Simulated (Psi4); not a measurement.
**One shape, several levels: singlet C2HF2Ge+**

Wanted: a comparison of 4 runs (M06-L/6-31G*, TPSS/6-31G*, r2SCAN/6-31G*, revPBE/6-31G*) of singlet C2HF2Ge+. 

The results are computed with Psi4 1.11.

### Step 1. The system as given

The species is C2HF2Ge+ (6 atoms), meant as a singlet with charge +1. SMILES of the parent species: `C#[C][Ge]([F])[F]`. Geometry: relaxed at PBE0-D4/def2-TZVP. That shape belongs to the parent species and isn't relaxed for this state.

Bond lengths: C1–C2 1.206 Å, C2–Ge3 1.892 Å, Ge3–F4 1.728 Å, Ge3–F5 1.728 Å, C1–H6 1.067 Å. Angles: C1–C2–Ge3 171.1°, C2–Ge3–F4 108.5°, C2–Ge3–F5 108.5°, F4–Ge3–F5 104.7°, C2–C1–H6 178.2°.

### Step 2. Energy and forces at M06-L/6-31G(d) (spherical functions) (run 1)

c2hf2ge.xyz

```xyz
6
C2HF2Ge
C     -0.190100     0.518400     1.692900
C     -0.131400     0.204200     0.530300
Ge    -0.289600    -0.139700    -1.323100
F     -0.276600    -1.850600    -1.565100
F      1.142900     0.424100    -2.108200
H     -0.213200     0.779700     2.727000
```

calc.py

```python
import psi4

psi4.set_memory(2200000000)
psi4.set_num_threads(1)
psi4.set_output_file('output.dat', False)

with open('c2hf2ge.xyz') as f:
    atoms = ''.join(f.readlines()[2:])
mol = psi4.geometry('1 1\n' + atoms + 'symmetry c1')

psi4.set_options({
    'basis': '6-31G*',
    'reference': 'rks',
    'puream': True,
    'e_convergence': 1e-09,
    'd_convergence': 1e-08,
    'scf_type': 'pk',
    'dft_radial_points': 99,
    'dft_spherical_points': 590,
})

energy_value = psi4.gradient("M06-L")
print('gradient / Eh bohr^-1')
print(energy_value.np.round(6))
```

Started as:

```sh
$ python calc.py
```

output.dat:

```text
[...]
  Running in c1 symmetry.
[...]
  Nuclear repulsion =  338.439495053189944
[...]
  Multiplicity = 1
[...]
  Nalpha       = 31
  Nbeta        = 31
[...]
    Number of basis functions: 90
[...]
   @RKS iter   1: -2351.39245963205894   -1.98485e+00   3.08740e-02 ADIIS/DIIS
[...]
   @RKS iter  15: -2352.73154840047164   -3.63798e-12   3.00815e-09 DIIS
[...]
    Orbital Energies [Eh]
    ---------------------
    Doubly Occupied:
       1A   -398.438288     2A    -50.059687     3A    -44.484666
       4A    -44.481674     5A    -44.481094     6A    -24.756680
       7A    -24.756654     8A    -10.339910     9A    -10.325028
      10A     -6.603702    11A     -4.728270    12A     -4.721851
      13A     -4.719400    14A     -1.505053    15A     -1.498768
      16A     -1.490838    17A     -1.488222    18A     -1.485847
      19A     -1.387130    20A     -1.364415    21A     -0.967736
      22A     -0.806043    23A     -0.730375    24A     -0.665994
      25A     -0.664734    26A     -0.626351    27A     -0.600411
      28A     -0.599694    29A     -0.591820    30A     -0.522128
      31A     -0.515385
[...]
  @RKS Final Energy: -2352.73154840047164
   => Energetics <=
    Nuclear Repulsion Energy =            338.4394950531899440
    One-Electron Energy =               -3932.8395591358107595
    Two-Electron Energy =                1352.4374966605846566
    DFT Exchange-Correlation Energy =    -110.7689809784356640
    Empirical Dispersion Energy =           0.0000000000000000
    VV10 Nonlocal Energy =                  0.0000000000000000
    Total Energy =                      -2352.7315484004716382
[...]
 Multipole Moments:
 ------------------------------------------------------------------------------------
     Multipole            Electronic (a.u.)      Nuclear  (a.u.)        Total (a.u.)
 ------------------------------------------------------------------------------------
 L = 1.  Multiply by 2.5417464519 to convert [e a0] to [Debye]
 Dipole X            :         -2.1235636            1.0174442           -1.1061194
 Dipole Y            :         -0.2407368            1.2773611            1.0366242
 Dipole Z            :         -6.5561920            8.0078096            1.4516176
 Magnitude           :                                                    2.0988767
[...]
  -Total Gradient:
     Atom            X                  Y                   Z
    ------   -----------------  -----------------  -----------------
       1        0.007210523805    -0.011148738183    -0.027851901631
       2        0.015761595301     0.004837560360     0.061435268780
       3       -0.057587345382     0.026581124133    -0.038912494250
       4        0.015148846132    -0.016684236733     0.008263813701
       5        0.023140092296    -0.003934331518     0.005198892764
       6       -0.003754341881     0.000397027649    -0.008145712833
[...]
```

Standard output:

```text
gradient / Eh bohr^-1
[[ 0.007211 -0.011149 -0.027852]
 [ 0.015762  0.004838  0.061435]
 [-0.057587  0.026581 -0.038912]
 [ 0.015149 -0.016684  0.008264]
 [ 0.02314  -0.003934  0.005199]
 [-0.003754  0.000397 -0.008146]]
```

Wall time 53 s (1 thread of Intel Xeon Platinum 8259CL at 2.50GHz (Skylake/Cascade Lake), shared host); peak memory 1.1 GiB.

### Step 3. Energy and gradient at TPSS/6-31G(d) (spherical functions) (run 2)

c2hf2ge.json

```json
{
  "schema_name": "qcschema_input",
  "schema_version": 1,
  "molecule": {
    "schema_name": "qcschema_molecule",
    "schema_version": 2,
    "symbols": ["C", "C", "Ge", "F", "F", "H"],
    "geometry": [-0.35923694, 0.97963402, 3.19911736, -0.24831001, 0.38588207, 1.00212176, -0.54726469, -0.26399474, -2.50029664, -0.52269825, -3.49712717, -2.95761036, 2.15976799, 0.80143285, -3.98392062, -0.40288961, 1.47341946, 5.15328314],
    "molecular_charge": 1,
    "molecular_multiplicity": 1,
    "fix_symmetry": "c1",
    "fix_com": true,
    "fix_orientation": true
  },
  "driver": "gradient",
  "model": {
    "method": "tpss",
    "basis": "6-31G*"
  },
  "keywords": {
    "reference": "rks",
    "puream": true,
    "e_convergence": 1e-09,
    "d_convergence": 1e-08,
    "scf_type": "pk",
    "dft_radial_points": 99,
    "dft_spherical_points": 590
  }
}
```

Started as:

```sh
$ psi4 --qcschema c2hf2ge.json -n 1 --memory 2200MB
```

stdout, shortened:

```text
[...]
  Running in c1 symmetry.
[...]
  Nuclear repulsion =  338.439494839305610
[...]
  Multiplicity = 1
[...]
  Nalpha       = 31
  Nbeta        = 31
[...]
    Number of basis functions: 90
[...]
   @RKS iter   1: -2351.39995962991134   -1.74365e+00   3.12607e-02 ADIIS/DIIS
[...]
   @RKS iter  15: -2352.82033367106351    5.00222e-12   1.05779e-09 DIIS
[...]
  @RKS Final Energy: -2352.82033367106351
   => Energetics <=
    Nuclear Repulsion Energy =            338.4394948393056097
    One-Electron Energy =               -3932.2235387132404867
    Two-Electron Energy =                1351.7400523375540615
    DFT Exchange-Correlation Energy =    -110.7763421346824231
    Empirical Dispersion Energy =           0.0000000000000000
    VV10 Nonlocal Energy =                  0.0000000000000000
    Total Energy =                      -2352.8203336710635085
[...]
 Multipole Moments:
 ------------------------------------------------------------------------------------
     Multipole            Electronic (a.u.)      Nuclear  (a.u.)        Total (a.u.)
 ------------------------------------------------------------------------------------
 L = 1.  Multiply by 2.5417464519 to convert [e a0] to [Debye]
 Dipole X            :          5.6868346           -6.8270137           -1.1401791
 Dipole Y            :         23.6381645          -23.0425646            0.5956000
 Dipole Z            :        111.6733629         -112.1225534           -0.4491905
 Magnitude           :                                                    1.3625417
[...]
  -Total Gradient:
     Atom            X                  Y                   Z
    ------   -----------------  -----------------  -----------------
       1        0.007244855268    -0.013459593687    -0.037440955447
       2        0.014466275030     0.007587067553     0.069566407620
       3       -0.053106723440     0.023917003691    -0.038355185447
       4        0.014759169374    -0.013389092790     0.008305126367
       5        0.020126731048    -0.004845996347     0.006243792696
       6       -0.003369648026     0.000113699835    -0.008327052211
[...]
```

The result, in JSON:

```text
{
 "driver": "gradient",
 "model": {
  "method": "tpss",
  "basis": "6-31G*"
 },
 "success": true,
 "return_result": [0.007244855268263144, -0.013459593686608429, -0.03744095544722448, 0.014466275029659692, 0.007587067553296592, 0.06956640761958444, -0.053106723440097064, 0.0239170036905393, -0.0383551854467129, 0.014759169374439766, -0.013389092790049018, 0.008305126367315036, 0.020126731047523688, -0.004845996347006179, 0.006243792696217429, -0.003369648025601267, 0.00011369983536699269, -0.008327052210776786],
 "properties": {
  "calcinfo_nbasis": 90,
  "calcinfo_nmo": 90,
  "calcinfo_nalpha": 31,
  "calcinfo_nbeta": 31,
  "calcinfo_natom": 6,
  "nuclear_repulsion_energy": 338.4394948393056,
  "return_energy": -2352.8203336710635,
  "return_gradient": [0.007244855268263144, -0.013459593686608429, -0.03744095544722448, 0.014466275029659692, 0.007587067553296592, 0.06956640761958444, -0.053106723440097064, 0.0239170036905393, -0.0383551854467129, 0.014759169374439766, -0.013389092790049018, 0.008305126367315036, 0.020126731047523688, -0.004845996347006179, 0.006243792696217429, -0.003369648025601267, 0.00011369983536699269, -0.008327052210776786],
  "scf_one_electron_energy": -3932.2235387132405,
  "scf_two_electron_energy": 1351.740052337554,
  "scf_xc_energy": -110.77634213468242,
  "scf_dipole_moment": [-1.1401790966902974, 0.5955999653673274, -0.449190534360568],
  "scf_total_energy": -2352.8203336710635,
  "scf_total_gradient": [0.007244855268263144, -0.013459593686608429, -0.03744095544722448, 0.014466275029659692, 0.007587067553296592, 0.06956640761958444, -0.053106723440097064, 0.0239170036905393, -0.0383551854467129, 0.014759169374439766, -0.013389092790049018, 0.008305126367315036, 0.020126731047523688, -0.004845996347006179, 0.006243792696217429, -0.003369648025601267, 0.00011369983536699269, -0.008327052210776786],
  "scf_iterations": 15
 }
}
```

It took 73 s on 1 thread of Intel Xeon Platinum 8259CL at 2.50GHz (Skylake/Cascade Lake), shared host; peak memory 1.1 GiB.

### Step 4. Energy and gradient at r2SCAN/6-31G(d) (spherical functions) (run 3)

calc.in

```
memory 2200 mb

molecule m {
  1 1
  C     -0.190100     0.518400     1.692900
  C     -0.131400     0.204200     0.530300
  Ge    -0.289600    -0.139700    -1.323100
  F     -0.276600    -1.850600    -1.565100
  F      1.142900     0.424100    -2.108200
  H     -0.213200     0.779700     2.727000
  symmetry c1
}

set {
  basis 6-31G*
  reference rks
  puream true
  e_convergence 1e-09
  d_convergence 1e-08
  scf_type pk
  dft_radial_points 99
  dft_spherical_points 590
}

gradient('r2scan')
```

Started as:

```sh
$ psi4 calc.in calc.out -n 1
```

calc.out, shortened:

```text
[...]
  Running in c1 symmetry.
[...]
  Nuclear repulsion =  338.439495053189944
[...]
  Multiplicity = 1
[...]
  Nalpha       = 31
  Nbeta        = 31
[...]
    Number of basis functions: 90
[...]
   @RKS iter   1: -2351.32222097007752   -1.90645e+00   3.06785e-02 ADIIS/DIIS
[...]
   @RKS iter  14: -2352.66838654798175   -1.23691e-10   6.45114e-09 DIIS
[...]
  @RKS Final Energy: -2352.66838654798175
   => Energetics <=
    Nuclear Repulsion Energy =            338.4394950531899440
    One-Electron Energy =               -3932.5337510890126396
    Two-Electron Energy =                1352.0779285046855875
    DFT Exchange-Correlation Energy =    -110.6520590168445892
    Empirical Dispersion Energy =           0.0000000000000000
    VV10 Nonlocal Energy =                  0.0000000000000000
    Total Energy =                      -2352.6683865479817541
[...]
 Multipole Moments:
 ------------------------------------------------------------------------------------
     Multipole            Electronic (a.u.)      Nuclear  (a.u.)        Total (a.u.)
 ------------------------------------------------------------------------------------
 L = 1.  Multiply by 2.5417464519 to convert [e a0] to [Debye]
 Dipole X            :         -2.0882311            1.0174442           -1.0707869
 Dipole Y            :         -0.2590478            1.2773611            1.0183132
 Dipole Z            :         -6.5405548            8.0078096            1.4672548
 Magnitude           :                                                    2.0823984
[...]
  -Total Gradient:
     Atom            X                  Y                   Z
    ------   -----------------  -----------------  -----------------
       1        0.006896881795    -0.011522937707    -0.030238862308
       2        0.015956666051     0.005983317595     0.066743092658
       3       -0.061508265883     0.029202835314    -0.038178406431
       4        0.015278201933    -0.022048941177     0.007611835801
       5        0.027694514374    -0.002208237969     0.002853890622
       6       -0.003430220846     0.000213793683    -0.008066090293
[...]
```

It took 58 s on 1 thread of Intel Xeon Platinum 8259CL at 2.50GHz (Skylake/Cascade Lake), shared host; peak memory 1.1 GiB.

### Step 5. The energy at revPBE/6-31G(d) (spherical functions) (run 4)

calc.py

```python
import psi4

psi4.set_memory(2200000000)
psi4.set_num_threads(1)
psi4.set_output_file('output.dat', False)

m = psi4.geometry("""
1 1
C     -0.190100     0.518400     1.692900
C     -0.131400     0.204200     0.530300
Ge    -0.289600    -0.139700    -1.323100
F     -0.276600    -1.850600    -1.565100
F      1.142900     0.424100    -2.108200
H     -0.213200     0.779700     2.727000
units angstrom
symmetry c1
""")

psi4.set_options({
    'basis': '6-31G*',
    'puream': True,
    'e_convergence': 1e-09,
    'd_convergence': 1e-08,
    'scf_type': 'pk',
    'dft_radial_points': 99,
    'dft_spherical_points': 590,
})

energy_value, wavefunction = psi4.energy("revpbe", return_wfn=True)
psi4.oeprop(wavefunction, "DIPOLE", "WIBERG_LOWDIN_INDICES", "QUADRUPOLE")
print('E =', round(energy_value, 9))
```

Started as:

```sh
$ python calc.py
```

output.dat:

```text
[...]
  Running in c1 symmetry.
[...]
  Nuclear repulsion =  338.439495053189944
[...]
  Multiplicity = 1
[...]
  Nalpha       = 31
  Nbeta        = 31
[...]
    Number of basis functions: 90
[...]
   @RKS iter   1: -2351.10743544012894   -1.68105e+00   3.15944e-02 ADIIS/DIIS
[...]
   @RKS iter  15: -2352.57785090229618    5.00222e-12   9.77228e-10 DIIS
[...]
    Orbital Energies [Eh]
    ---------------------
    Doubly Occupied:
       1A   -397.424823     2A    -49.538976     3A    -44.149597
       4A    -44.146645     5A    -44.146212     6A    -24.529763
       7A    -24.529739     8A    -10.182505     9A    -10.173311
      10A     -6.347607    11A     -4.564297    12A     -4.558002
      13A     -4.555722    14A     -1.455975    15A     -1.450550
      16A     -1.444151    17A     -1.441088    18A     -1.439022
      19A     -1.308675    20A     -1.285320    21A     -0.935026
      22A     -0.787962    23A     -0.713684    24A     -0.652405
      25A     -0.648609    26A     -0.607961    27A     -0.580549
      28A     -0.580349    29A     -0.571216    30A     -0.510141
      31A     -0.503145
[...]
  @RKS Final Energy: -2352.57785090229618
   => Energetics <=
    Nuclear Repulsion Energy =            338.4394950531899440
    One-Electron Energy =               -3932.3820987091494317
    Two-Electron Energy =                1351.8961320311768759
    DFT Exchange-Correlation Energy =    -110.5313792775138353
    Empirical Dispersion Energy =           0.0000000000000000
    VV10 Nonlocal Energy =                  0.0000000000000000
    Total Energy =                      -2352.5778509022961771
[...]
 Multipole Moments:
 ------------------------------------------------------------------------------------
     Multipole            Electronic (a.u.)      Nuclear  (a.u.)        Total (a.u.)
 ------------------------------------------------------------------------------------
 L = 1.  Multiply by 2.5417464519 to convert [e a0] to [Debye]
 Dipole X            :         -2.0114458            1.0174442           -0.9940016
 Dipole Y            :         -0.3192452            1.2773611            0.9581159
 Dipole Z            :         -6.5920563            8.0078096            1.4157533
 Magnitude           :                                                    1.9774688
 L = 2.  Multiply by 1.3450342976 to convert [e a0^2] to [Debye ang]
 Quadrupole XX       :        -78.8963856           54.6074519          -24.2889336
 Quadrupole XY       :        -32.0185524           30.8964161           -1.1221363
[...]
```

Standard output:

```text
E = -2352.577850902
```

It took 19 s on 1 thread of Intel Xeon Platinum 8259CL at 2.50GHz (Skylake/Cascade Lake), shared host; peak memory 0.96 GiB.

### Step 6. The series

| run | level | task | energy (Eh) | HOMO energy (eV) | LUMO energy (eV) | HOMO–LUMO gap (eV) | wall time |
| --- | --- | --- | --- | --- | --- | --- | --- |
| 1 | M06-L/6-31G* (spherical functions) | gradient | -2352.731548 | -14.02 | -12.65 | 1.38 | 53 s |
| 2 | TPSS/6-31G* (spherical functions) | gradient | -2352.820334 | -13.80 | -12.55 | 1.25 | 73 s |
| 3 | r2SCAN/6-31G* (spherical functions) | gradient | -2352.668387 | -14.10 | -12.69 | 1.40 | 58 s |
| 4 | revPBE/6-31G* (spherical functions) | energy | -2352.577851 | -13.69 | -12.51 | 1.18 | 19 s |

### Step 7. What came out

```
            quantity           value
 run 4: total energy  -2352.57785 Eh
  run 4: HOMO energy       -13.69 eV
  run 4: LUMO energy       -12.51 eV
run 4: HOMO–LUMO gap         1.18 eV
```

In words: The HOMO–LUMO gap runs from 1.18 eV (revPBE/6-31G*) to 1.40 eV (r2SCAN/6-31G*). Totals of different functionals can't be ranked against each other. All runs together took 3.4 min, the longest 73 s.
